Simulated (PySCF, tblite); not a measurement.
**C3H10AsB+ (doublet): geometry, infrared bands and EPR parameters**

Aim: predict the infrared bands and EPR parameters of C3H10AsB+ (doublet) (`B[AsH+]CCC`).

Computed with tblite 0.8.0 and PySCF 2.14.0, with density-fitted response routines of our own, on a single molecule in the gas phase. Atoms are numbered from 0 throughout.

## 1. Starting geometry

15 atoms, charge 1, multiplicity 2; geometry from: force field or distance geometry start.

Bonds of the start (Å): B0–As1 2.02, As1–C2 1.89, C2–C3 1.50, C3–C4 1.51, B0–H5 1.18, B0–H6 1.20, As1–H7 1.55, C2–H8 1.13, C2–H9 1.10, C3–H10 1.13, C3–H11 1.13, C4–H12 1.09, C4–H13 1.12, C4–H14 1.14.

## 2. Optimising the geometry with GFN2-xTB

Job settings and geometry (Å):

```
{"job": {"kind": "relax", "xc": "GFN2-xTB", "basis": "xTB"}, "charge": 1, "multiplicity": 2}
B      2.647800    -0.795700     0.044100
As     1.691900     0.953500    -0.259400
C     -0.166200     0.904100    -0.586100
C     -0.727200    -0.391500    -0.090200
C     -2.212900    -0.372000    -0.372900
H      3.510700    -0.848000     0.850600
H      2.694100    -1.541200    -0.889300
H      2.272500     2.167400     0.508200
H     -0.696100     1.709000    -0.001900
H     -0.514500     1.037100    -1.625700
H     -0.299400    -1.247400    -0.691900
H     -0.518600    -0.553900     1.004000
H     -2.738800    -1.192500     0.115600
H     -2.371000    -0.475000    -1.481800
H     -2.576600     0.654100    -0.050800
```

The run is started by

```
> OMP_NUM_THREADS=1 python probes_run.py task.json out
```

This one command runs all jobs of the session in turn.

Log:

```text
step      E/eV     max force
  0    -397.22166    2.340
  1    -397.45697    1.107
  2    -397.54215    0.701
  3    -397.59835    0.527
  4    -397.63791    0.664
  5    -397.68406    0.682
  6    -397.71669    0.436
  7    -397.73238    0.314
  8    -397.74282    0.299
  9    -397.75413    0.362
 10    -397.76555    0.307
 11    -397.77324    0.177
 12    -397.77834    0.200
 13    -397.78280    0.221
 14    -397.78708    0.244
 15    -397.79060    0.192
 16    -397.79330    0.174
 17    -397.79609    0.229
 18    -397.79965    0.209
 19    -397.80340    0.191
 20    -397.80672    0.183
 21    -397.81012    0.207
 22    -397.81468    0.278
 23    -397.82013    0.241
 24    -397.82481    0.240
 25    -397.82807    0.166
 26    -397.83073    0.163
 27    -397.83345    0.178
 28    -397.83639    0.147
 29    -397.83896    0.134
 30    -397.84085    0.091
 31    -397.84229    0.091
 32    -397.84360    0.151
 33    -397.84510    0.143
 34    -397.84707    0.156
 35    -397.84980    0.138
 36    -397.85247    0.109
 37    -397.85391    0.118
 38    -397.85569    0.116
 39    -397.85808    0.130
 40    -397.86041    0.134
 41    -397.86273    0.096
 42    -397.86448    0.089
 43    -397.86578    0.079
 44    -397.86662    0.076
 45    -397.86718    0.051
 46    -397.86748    0.042
 47    -397.86769    0.037
 48    -397.86793    0.046
 49    -397.86826    0.055
 50    -397.86869    0.068
 51    -397.86920    0.068
 52    -397.86971    0.054
 53    -397.87021    0.054
 54    -397.87078    0.065
 55    -397.87149    0.098
 56    -397.87225    0.100
 57    -397.87295    0.073
 58    -397.87354    0.059
 59    -397.87407    0.057
 60    -397.87462    0.071
 61    -397.87529    0.084
 62    -397.87600    0.087
 63    -397.87670    0.086
 64    -397.87745    0.070
 65    -397.87841    0.092
 66    -397.87924    0.080
 67    -397.88027    0.094
 68    -397.88139    0.105
 69    -397.88299    0.112
 70    -397.88500    0.141
 71    -397.88706    0.142
 72    -397.88896    0.138
 73    -397.89003    0.115
 74    -397.89147    0.100
 75    -397.89225    0.085
 76    -397.89336    0.097
 77    -397.89406    0.067
 78    -397.89468    0.049
 79    -397.89520    0.041
 80    -397.89585    0.036
 81    -397.89613    0.036
 82    -397.89636    0.032
 83    -397.89656    0.030
 84    -397.89676    0.035
 85    -397.89699    0.034
 86    -397.89721    0.039
 87    -397.89737    0.037
 88    -397.89751    0.029
 89    -397.89766    0.034
 90    -397.89777    0.034
 91    -397.89788    0.032
 92    -397.89802    0.033
 93    -397.89822    0.037
 94    -397.89850    0.044
 95    -397.89881    0.047
 96    -397.89909    0.053
 97    -397.89932    0.042
 98    -397.89957    0.059
 99    -397.89987    0.056
100    -397.90036    0.056
101    -397.90126    0.070
102    -397.90211    0.060
103    -397.90266    0.055
104    -397.90325    0.048
105    -397.90374    0.051
106    -397.90422    0.047
107    -397.90453    0.032
108    -397.90470    0.034
109    -397.90482    0.030
110    -397.90496    0.030
111    -397.90517    0.028
112    -397.90541    0.030
113    -397.90554    0.032
114    -397.90564    0.036
115    -397.90580    0.040
116    -397.90606    0.040
117    -397.90651    0.049
118    -397.90707    0.049
119    -397.90754    0.049
120    -397.90780    0.059
121    -397.90822    0.069
122    -397.90863    0.061
123    -397.91035    0.079
124    -397.91083    0.063
125    -397.91131    0.065
126    -397.91156    0.039
127    -397.91180    0.037
128    -397.91216    0.041
129    -397.91248    0.039
130    -397.91278    0.041
131    -397.91294    0.028
132    -397.91302    0.026
133    -397.91307    0.015
134    -397.91311    0.013
135    -397.91313    0.009
```

It took 0.64 s on 1 thread of Arm Neoverse V2, shared host.

Along the way: (not every step is listed)

```tsv
step	energy from step 0 (eV)	largest force (eV/Å)
0	0.0000	2.3405
1	-0.2353	1.1070
2	-0.3205	0.7012
3	-0.3767	0.5271
4	-0.4162	0.6637
5	-0.4624	0.6823
6	-0.4950	0.4362
7	-0.5107	0.3144
8	-0.5212	0.2993
20	-0.5851	0.1830
32	-0.6219	0.1507
44	-0.6450	0.0762
56	-0.6506	0.0996
68	-0.6597	0.1054
80	-0.6742	0.0359
92	-0.6764	0.0333
104	-0.6816	0.0481
116	-0.6844	0.0398
128	-0.6905	0.0406
130	-0.6911	0.0407
131	-0.6913	0.0281
132	-0.6914	0.0262
133	-0.6914	0.0154
134	-0.6915	0.0134
135	-0.6915	0.0093
```

Close pairs (by a distance rule), those that changed most:

```tsv
bond	before (Å)	after (Å)	change (Å)
As1–C2	1.887	1.984	+0.096
As1–H7	1.549	1.490	-0.060
C4–H14	1.135	1.087	-0.049
B0–As1	2.016	1.975	-0.042
C4–H13	1.125	1.087	-0.038
C2–C3	1.496	1.534	+0.037
C2–H8	1.127	1.092	-0.035
C3–H10	1.130	1.096	-0.035
```

The end geometry stands in the next job.

## 3. Harmonic vibrations with GFN2-xTB

Job settings and geometry (Å):

```
{"job": {"kind": "ir", "xc": "GFN2-xTB", "basis": "xTB"}, "charge": 1, "multiplicity": 2}
B      2.893531    -0.613908    -0.346494
As     1.775355     0.984215    -0.038583
C     -0.097790     0.882884    -0.683636
C     -0.807105    -0.214424     0.119509
C     -2.238738    -0.339882    -0.399973
H      3.852147    -0.782559     0.290546
H      2.579546    -1.323405    -1.217352
H      1.618251     1.205753     1.425997
H     -0.607094     1.840539    -0.557537
H     -0.071504     0.645316    -1.750537
H     -0.290709    -1.173828     0.003330
H     -0.826514     0.041844     1.183846
H     -2.743055    -1.124152     0.162685
H     -2.254968    -0.609969    -1.452503
H     -2.785765     0.589565    -0.266863
```

Log:

```text
mode    cm-1     km/mol
  1      61.4      0.28
  2      65.2      1.90
  3     139.4      1.12
  4     179.2      3.14
  5     218.7      0.75
  6     234.0      0.47
  7     294.0     14.85
  8     325.5     63.90
  9     544.2      6.98
 10     581.7      5.41
 11     600.7      5.62
 12     688.0     43.45
 13     720.6     65.29
 14     766.2     75.74
 15     854.9      4.03
 16     917.2     22.00
 17     982.7     15.17
 18    1026.3      7.96
 19    1058.5    139.87
 20    1073.1     22.25
 21    1168.0     16.44
 22    1180.8      3.66
 23    1215.7      4.59
 24    1269.3      8.96
 25    1387.7      5.26
 26    1399.5      9.19
 27    1423.0     18.91
 28    1456.1      3.82
 29    1473.3      8.17
 30    2004.9    259.10
 31    2647.0      6.92
 32    2726.9      9.59
 33    2927.5     18.57
 34    2940.2      3.74
 35    2942.8     12.31
 36    2955.8      0.81
 37    3019.6     54.82
 38    3054.6      8.48
 39    3057.1      8.18
```

Wall time 0.31 s (1 thread of Arm Neoverse V2, shared host).

Which atoms move in the most intense modes:

```tsv
cm⁻¹	km/mol	atoms
326	63.9	H7 79 %
688	43.5	H5 32 %, H6 26 %, H7 19 %, B0 16 %
721	65.3	H6 22 %, H5 17 %, B0 14 %, H9 13 %
766	75.7	H7 26 %, H11 13 %, H10 12 %, H9 11 %
1058	139.9	C3 20 %, C2 13 %, H5 12 %, H6 10 %
1073	22.2	H6 34 %, H5 32 %
2005	259.1	H7 99 %
3020	54.8	H12 93 %
```

## 4. g tensor and hyperfine couplings: B3LYP/def2-TZVP-core+pcH-1

The job, as its differences from that of step 3:

```diff
@@ -1,2 +1,2 @@
-{"job": {"kind": "ir", "xc": "GFN2-xTB", "basis": "xTB"}, "charge": 1, "multiplicity": 2}
+{"job": {"kind": "epr", "basis": "pcH-1"}, "charge": 1, "multiplicity": 2}
 B      2.893531    -0.613908    -0.346494
```

With the program's defaults for keys left out, this is: UKS B3LYP, def2-TZVP-core on As, pcH-1 on B C H, non-relativistic, mean-field spin-orbit, GIAO.

Log:

```text
UKS, coarse grid
  cycle   1  E = -2380.70878553  |g| = 1.41e+00
  cycle   2  E = -2380.46988542  |g| = 1.00e+00
  cycle   3  E = -2380.65821740  |g| = 5.81e-01
  cycle   4  E = -2380.80406163  |g| = 8.61e-02
  cycle   5  E = -2380.80624632  |g| = 4.87e-02
  cycle   6  E = -2380.80745990  |g| = 1.04e-02
  cycle   7  E = -2380.80752279  |g| = 4.39e-03
  cycle   8  E = -2380.80753194  |g| = 1.70e-03
  cycle   9  E = -2380.80753364  |g| = 6.08e-04
UKS, final grid
  cycle   1  E = -2380.80764173  |g| = 3.81e-04
  cycle   2  E = -2380.80764165  |g| = 5.50e-04
  cycle   3  E = -2380.80764181  |g| = 7.24e-05
  cycle   4  E = -2380.80764181  |g| = 2.14e-05
E = -2380.80764181 Eh   <S^2> = 0.7534 (exact 0.7500)
g shifts (ppm)      1          2          3
  rmc          -190       -190       -190
  gc             -7         27          4
  oz_so        -199      26045      44810
  total        -391      25884      44631
hyperfine (MHz)  atom isotope    a_iso     a_fc   dipolar eigenvalues
    0   11B      12.32      13.11    -11.07     -7.82     18.89
    1  75As     397.03     408.29   -242.72   -229.75    472.48
    2   13C      -3.23      -4.08     -8.16     -7.69     15.86
    3   13C      17.53      17.57     -7.23     -7.01     14.24
    4   13C      13.48      13.59     -5.17     -4.97     10.14
    5    1H      -8.34      -8.19     -4.42     -2.15      6.57
    6    1H      26.47      26.63     -5.42     -0.67      6.09
    7    1H     -16.11     -16.59    -10.80      1.30      9.50
    8    1H       0.08       0.00     -5.24     -1.83      7.07
    9    1H      -3.47      -3.63     -4.95     -0.67      5.61
   10    1H       1.94       1.98     -5.48     -0.25      5.72
   11    1H      -1.04      -1.04     -4.68     -0.78      5.46
   12    1H      24.96      24.97     -2.82     -0.56      3.38
   13    1H      -2.79      -2.77     -2.90     -0.56      3.47
   14    1H      -2.23      -2.21     -2.89     -0.15      3.04
```

Wall time 2.2 min (1 thread of Arm Neoverse V2, shared host); peak memory 1.2 GiB.

Principal g values 2.00193, 2.02820, 2.04695; g(iso) = 2.02569, against 2.00232 for a free electron.

Hyperfine couplings; where a row names several nuclei, a(iso) is their mean (it holds for fast rotation or exchange) and the dipolar term the largest among them:

```tsv
nuclei	isotope	a(iso) (MHz)	a(iso) (G, at g = 2.0023)	largest dipolar term (MHz)
As1	75As	397.0	141.7	472.5
C3	13C	17.5	6.3	14.2
H7	1H	-16.1	-5.8	-10.8
C4	13C	13.5	4.8	10.1
B0	11B	12.3	4.4	18.9
H5, H6	1H	9.1	3.2	6.6
H12, H13, H14	1H	6.6	2.4	3.5
C2	13C	-3.2	-1.2	15.9
H8, H9	1H	-1.7	-0.6	7.1
H10, H11	1H	0.4	0.2	5.7
```

Mulliken spin populations:

B0 0.10; As1 0.79; C2 0.04; C3 0.04; C4 0.04; H5 -0.01; H6 0.01; H7 -0.01; H8 0.00; H9 0.00; H10 0.00; H11 0.00; H12 0.01; H13 0.00; H14 0.00

In first order the couplings over 0.8 MHz of 75As, 1H, 11B give 1152 distinct lines over 458.8 G, if the averaged nuclei exchange fast.

Orbitals, density, ELF and potential are computed afterwards from the orbital file.

ELF in a plane through or near 4 of the atoms.

Ten even steps from ' ' (0.00) to '@' (1.00):
```
                                                        
                                                        
                                                        
                ::::::                                  
              ::++++++::    --**++                      
            ..==**++====--..##@@##      ::              
            ..++==::==::++++##%%++  ..##@@**            
            ..++--++--::##******::  **@@@@@@==          
        ....::++**::++::##**++##--::%%@@@@@@==          
      --####++++@@##====++++%%%%++==##@@@@##..          
      **@@@@##  ::##**....::++++++++::**==..            
      ++@@@@##..::##==      ------##%%%%--              
      ::++++++##@@@@**    ..==::  ##@@%%--              
        ..::==@@@@@@@@    ..::    ++%%##::              
            ==@@@@@@@@            ..----                
            ..**@@@@++                                  
                ::..                                    
                                                        
                                                        
                                                        
```
The map spans 13.0 Å across and 8.7 Å up, centred on the molecule. Atoms in the plane (x, y in Å): B0 (-2.9, -0.6), As1 (-1.8, 1.0), C4 (2.2, -0.4), H14 (2.8, 0.5).

log10 of the density (e/Å³) in the same plane.

Values, 10 rows by 14 columns:
```
-4.0 -4.0 -4.0 -4.0 -4.0 -3.8 -4.0 -4.0 -4.0 -4.0 -4.0 -4.0 -4.0 -4.0
-4.0 -4.0 -4.0 -3.4 -2.7 -2.5 -2.8 -3.2 -3.4 -4.0 -4.0 -4.0 -4.0 -4.0
-4.0 -4.0 -3.8 -2.5 -1.5 -1.1 -1.6 -1.6 -1.8 -3.0 -3.4 -4.0 -4.0 -4.0
-4.0 -3.9 -2.9 -1.8 -0.4  1.1 -0.4 -0.3 -0.8 -1.6 -1.6 -2.6 -4.0 -4.0
-4.0 -3.1 -2.1 -1.1 -0.1  1.2 -0.2  0.3 -0.5 -0.4 -0.4 -1.9 -3.8 -4.0
-4.0 -2.8 -1.4 -0.4  0.0 -0.5 -1.0 -0.3 -0.2  0.2 -0.6 -2.1 -3.8 -4.0
-4.0 -2.9 -1.7 -0.6  0.1 -0.9 -1.7 -1.1 -1.0  0.0 -1.0 -2.4 -4.0 -4.0
-4.0 -3.6 -2.6 -1.4 -0.6 -1.4 -2.5 -2.1 -2.1 -1.5 -2.0 -3.0 -4.0 -4.0
-4.0 -4.0 -3.8 -2.9 -2.5 -2.8 -3.6 -3.8 -3.7 -3.3 -3.6 -4.0 -4.0 -4.0
-4.0 -4.0 -4.0 -4.0 -3.9 -4.0 -4.0 -4.0 -4.0 -4.0 -4.0 -4.0 -4.0 -4.0
```
The map spans 13.0 Å across and 8.7 Å up, centred on the molecule. Atoms in the plane (x, y in Å): B0 (-2.9, -0.6), As1 (-1.8, 1.0), C4 (2.2, -0.4), H14 (2.8, 0.5).

On the surface of density 0.002 e/bohr³ the electrostatic potential runs, from the 1st to the 99th percentile, from 3.29 to 6.36 V.

The spin density lies nearest to As1 55 %; H7 12 %; B0 12 %.

## 5. Outcome

```
                                 quantity                   value
strongest single infrared mode (GFN2-xTB)   2005 cm⁻¹, 259 km/mol
             zero-point energy (GFN2-xTB)           73.7 kcal/mol
                           g(iso) (B3LYP)                 2.02569
                                     ⟨S²⟩      0.753 (exact 0.75)
       largest a(iso) (averaged by class)  75As on As1, 397.0 MHz
```

What this shows: Over 135 steps the energy fell by 0.691 eV; of the close pairs, As1–C2 changed most, 1.887 to 1.984 Å. All 39 modes are real, so the xTB geometry is a minimum. The strongest single mode, at 2005 cm⁻¹, moves mainly H7. Unscaled tight-binding wavenumbers are off by several per cent, some by more. Its intensities can rank the bands wrongly. As1 carries the largest spin population, 0.79 e. The isotropic g lies 23.4 ppt above the free-electron value. The hyperfine terms hold no scalar relativity, which the heavier nuclei need.
